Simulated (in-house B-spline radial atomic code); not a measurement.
# Pt⁶³⁺: starting-point dependence of G0W0 and RPA

Aim: see how far the highest quasi-particle level and the RPA correlation energy of Pt⁶³⁺ depend on the orbitals that they are built on.

Method: RPA, second order, AC-SOSEX and G0W0 (contour deformation) on a scalar-relativistic mean field, all electrons; no spin-orbit coupling, Breit or QED terms, no two-electron picture change. Code: an in-house B-spline radial atomic code, version 1.

## (1) Starting point

| Quantity | Value |
| --- | --- |
| element | platinum (Z = 78) |
| charge | +63 |
| electrons | 15 |
| configuration | [Ne] 3s2 3p3 |
| Hamiltonian | scalar-relativistic (spin-free one-electron X2C), finite nucleus |
| starts | Hartree-Fock, PBE, BLYP, ωB97X |

The outer shells:

Pt63+
```
[Ne] core
3s [↑↓]
3p [↑ ][↑ ][↑ ]
```

## (2) The run with the Hartree-Fock start

Input settings:

```ini
Z = 78
electrons = 15.0
configuration = [Ne] 3s2 3p3
hamiltonian = x2c
method = hf
lmax = 9
rms_radius = 5.427
spin_polarised = True
box_radius = 1.77
intervals = 59
```

Run with:

```
python run_gw.py task.json out
```

The settings of every run stand in task.json; they run in order.

From the run's result record (rounded, not every field):

```text
{
  "status": "converged",
  "energies [hartree]": {
    "mean_field": -13820.46433,
    "exx_total": -13820.46433,
    "exchange": -177.2646219,
    "rpa": -1.3189513,
    "rpa_summed": -1.311865,
    "direct_second_order": -1.374,
    "second_order_exchange": 0.50087396,
    "sosex": 0.48570858
  },
  "rpa_by_multipole [hartree]": [-0.247629, -0.6754, -0.199427, -0.114154, -0.0386839, -0.0175982, -0.00923446, -0.00531118, -0.00326953, -0.00099246, -0.000165875],
  "polarisability [bohr^3: independent particles, RPA]": [0.00236674, 0.00189162],
  "gap [hartree]": 21.97757,
  "levels [hartree]": [
    {"name": "3p up", "occ": 1, "e": -260.3983, "sx": -9.050319, "vxc": -9.050319, "sc": -0.04954037, "z": 0.9955887, "qp": -260.4487, "tail": -0.0008721567},
    {"name": "3s down", "occ": 1, "e": -277.1366, "sx": -7.163707, "vxc": -7.163707, "sc": -0.2469063, "z": 0.9958575, "qp": -277.3843, "tail": -0.0007848359},
    {"name": "2p down", "occ": 1, "e": -630.9892, "sx": -20.94472, "vxc": -20.94472, "sc": 0.2251787, "z": 0.9981204, "qp": -630.7652, "tail": -0.001170651},
    {"name": "3p down", "occ": 0, "e": -254.0702, "sx": -2.69417, "vxc": -2.69417, "sc": -0.185151, "z": 0.9952699, "qp": -254.2562, "tail": -0.0008699414}
  ]
}
```

Run time: 2.3 s. Hardware: 1 thread, shared host.

In the record, exx_total is the Hartree-Fock functional on the start's orbitals, rpa_summed the RPA energy up to lmax and rpa the same with the tail beyond it, gap the smallest same-spin excitation energy of the start. For a level, e is the start's value, sx and sc the exchange and correlation self-energies, vxc the start's own term, z the quasi-particle weight, and qp = e + sx − vxc + sc + tail. Deeper levels of weight under 0.85 meet poles of the self-energy and are not shown.

The 3p↑ level moves from -7085.80 to -7087.17 eV (weight 1.00).

The largest part of the RPA energy comes from multipole 1 (51 % of the sum).

## (3) The run with the PBE start

The settings differ from step 2 so:

```diff
@@ -4,3 +4,3 @@
 hamiltonian = x2c
-method = hf
+method = pbe,pbe
 lmax = 9
```

Result record:

```text
{
  "status": "converged",
  "energies [hartree]": {
    "mean_field": -13822.28464,
    "exx_total": -13820.44762,
    "exchange": -177.24164,
    "rpa": -1.3998686,
    "rpa_summed": -1.3927636,
    "direct_second_order": -1.4755308,
    "second_order_exchange": 0.53997249,
    "sosex": 0.51879692
  },
  "rpa_by_multipole [hartree]": [-0.252549, -0.739762, -0.205984, -0.118617, -0.0390824, -0.0177177, -0.00927956, -0.0053309, -0.00327913, -0.000995034, -0.000166246],
  "polarisability [bohr^3: independent particles, RPA]": [0.00295167, 0.00223539],
  "gap [hartree]": 16.72967,
  "levels [hartree]": [
    {"name": "3p up", "occ": 1, "e": -257.9569, "sx": -9.074585, "vxc": -6.635319, "sc": -0.04897192, "z": 0.9938641, "qp": -260.446, "tail": -0.0008741463},
    {"name": "3s down", "occ": 1, "e": -275.3549, "sx": -7.204396, "vxc": -5.42307, "sc": -0.2731167, "z": 0.9945819, "qp": -277.4102, "tail": -0.0007869619},
    {"name": "2p down", "occ": 1, "e": -624.2374, "sx": -20.9405, "vxc": -14.19311, "sc": 0.249435, "z": 0.9920034, "qp": -630.7365, "tail": -0.001167218},
    {"name": "3p down", "occ": 0, "e": -256.5082, "sx": -2.728927, "vxc": -5.180331, "sc": -0.2096081, "z": 0.9933596, "qp": -254.2673, "tail": -0.0008742325}
  ]
}
```

Run time: 2.4 s. Hardware: 1 thread, shared host.

The 3p↑ level moves from -7019.37 to -7087.10 eV (weight 0.99).

## (4) The run with the BLYP start

The settings differ from step 3 so:

```diff
@@ -4,3 +4,3 @@
 hamiltonian = x2c
-method = pbe,pbe
+method = b88,lyp
 lmax = 9
```

Result record:

```text
{
  "status": "converged",
  "energies [hartree]": {
    "mean_field": -13823.44364,
    "exx_total": -13820.44665,
    "exchange": -177.2492526,
    "rpa": -1.4001323,
    "rpa_summed": -1.3930272,
    "direct_second_order": -1.4758605,
    "second_order_exchange": 0.54009074,
    "sosex": 0.51889602
  },
  "rpa_by_multipole [hartree]": [-0.252606, -0.739945, -0.205999, -0.118626, -0.0390825, -0.0177178, -0.00927961, -0.00533094, -0.00327916, -0.000995047, -0.000166246],
  "polarisability [bohr^3: independent particles, RPA]": [0.00295243, 0.00223562],
  "gap [hartree]": 16.71726,
  "levels [hartree]": [
    {"name": "3p up", "occ": 1, "e": -257.9705, "sx": -9.075963, "vxc": -6.651768, "sc": -0.04908376, "z": 0.9938582, "qp": -260.4447, "tail": -0.0008741798},
    {"name": "3s down", "occ": 1, "e": -275.3849, "sx": -7.205583, "vxc": -5.455628, "sc": -0.2733856, "z": 0.9945704, "qp": -277.409, "tail": -0.0007870135},
    {"name": "2p down", "occ": 1, "e": -624.2909, "sx": -20.94133, "vxc": -14.25247, "sc": 0.2496757, "z": 0.9962507, "qp": -630.7312, "tail": -0.001167697},
    {"name": "3p down", "occ": 0, "e": -256.5456, "sx": -2.729703, "vxc": -5.220624, "sc": -0.2099179, "z": 0.9933473, "qp": -254.2654, "tail": -0.0008743346}
  ]
}
```

Run time: 2.3 s. Hardware: 1 thread, shared host.

G0W0 moves 3p↑ down by 67.3 eV, to -7087.06 eV.

## (5) The run with the ωB97X start

The settings differ from step 4 so:

```diff
@@ -4,3 +4,3 @@
 hamiltonian = x2c
-method = b88,lyp
+method = wb97x
 lmax = 9
```

Result record:

```text
{
  "status": "converged",
  "energies [hartree]": {
    "mean_field": -13823.85902,
    "exx_total": -13820.44729,
    "exchange": -177.2672957,
    "rpa": -1.380386,
    "rpa_summed": -1.3732816,
    "direct_second_order": -1.4503542,
    "second_order_exchange": 0.53023398,
    "sosex": 0.51072347
  },
  "rpa_by_multipole [hartree]": [-0.251523, -0.723756, -0.20462, -0.117612, -0.0390232, -0.0177028, -0.00927505, -0.00532944, -0.00327868, -0.000994978, -0.000166236],
  "polarisability [bohr^3: independent particles, RPA]": [0.0027895, 0.00214212],
  "gap [hartree]": 17.87127,
  "levels [hartree]": [
    {"name": "3p up", "occ": 1, "e": -258.5312, "sx": -9.075891, "vxc": -7.216274, "sc": -0.04960676, "z": 0.9943202, "qp": -260.4413, "tail": -0.0008746715},
    {"name": "3s down", "occ": 1, "e": -275.9023, "sx": -7.200551, "vxc": -5.973838, "sc": -0.2678631, "z": 0.9948872, "qp": -277.3977, "tail": -0.0007873819},
    {"name": "2p down", "occ": 1, "e": -625.4797, "sx": -20.94145, "vxc": -15.44755, "sc": 0.2433869, "z": 0.9977287, "qp": -630.7313, "tail": -0.001168975},
    {"name": "3p down", "occ": 0, "e": -256.0716, "sx": -2.724414, "vxc": -4.744506, "sc": -0.2042243, "z": 0.9938555, "qp": -254.2567, "tail": -0.0008744609}
  ]
}
```

It took 2.6 s on 1 thread, shared host.

The 3p↑ level moves from -7034.99 to -7086.97 eV (weight 0.99).

## (6) Comparison

| start | level | mean field (eV) | G0W0 (eV) | weight | RPA (hartree) | RPA+SOSEX (hartree) | α, direct RPA (bohr³) | time | miss (eV) |
| --- | --- | --- | --- | --- | --- | --- | --- | --- | --- |
| Hartree-Fock | 3p↑ | -7085.80 | -7087.17 | 0.996 | -1.31895 | -0.83324 | 0.001892 | 2.3 s | +169 |
| PBE | 3p↑ | -7019.37 | -7087.10 | 0.994 | -1.39987 | -0.88107 | 0.002235 | 2.4 s | +169 |
| BLYP | 3p↑ | -7019.74 | -7087.06 | 0.994 | -1.40013 | -0.88124 | 0.002236 | 2.3 s | +169 |
| ωB97X | 3p↑ | -7034.99 | -7086.97 | 0.994 | -1.38039 | -0.86966 | 0.002142 | 2.6 s | +169 |

The miss is the G0W0 removal energy (the level with its sign changed) less the tabulated theoretical ionisation energy, 6918.0 ± 19 eV. Times are single runs on a shared host.

## (7) Summary of results

| quantity | value |
| --- | --- |
| highest level, mean field (range over the runs) | -7085.80 to -7019.37 eV |
| highest level, G0W0 (range over the runs) | -7087.17 to -7086.97 eV |
| RPA correlation energy | -1.400 to -1.319 hartree |
| RPA+SOSEX | -0.8812 to -0.8332 hartree |
| tabulated theoretical ionisation energy (3p shell) | 6918.0 ± 19 eV (NIST Atomic Spectra Database, ionization energies) |
| G0W0 removal energy less that value | +169 eV |

What this shows: G0W0 turns a spread of 66.4 eV among the starts into one of 0.20 eV, 0.30 % of it. On the semilocal starts the correction is downwards, 67 to 68 eV, since their self-interaction lifts occupied levels. The RPA energy is largest in size on BLYP and smallest on Hartree-Fock, 5.8 % apart; over the runs it loosely follows the gap of the start, as smaller excitation energies give more correlation. The tabulated theoretical ionisation energy is 6918.0 ± 19 eV. G0W0 is off by about +169 eV (+2.4 %) in every run shown, whatever the start. Spin-orbit coupling is left out: in so heavy and highly charged an ion the half-filled shell is really jj-coupled, so the high-spin state computed here is a model and the comparison is rough. Read as a removal energy, the bare PBE level is off by +101 eV (+1.5 %), nearer than G0W0, but by cancellation: self-interaction lowers its value while this Hamiltonian leaves the G0W0 value too high. Spin-orbit coupling, which splits the 3p shell strongly in so heavy an element, is left out.
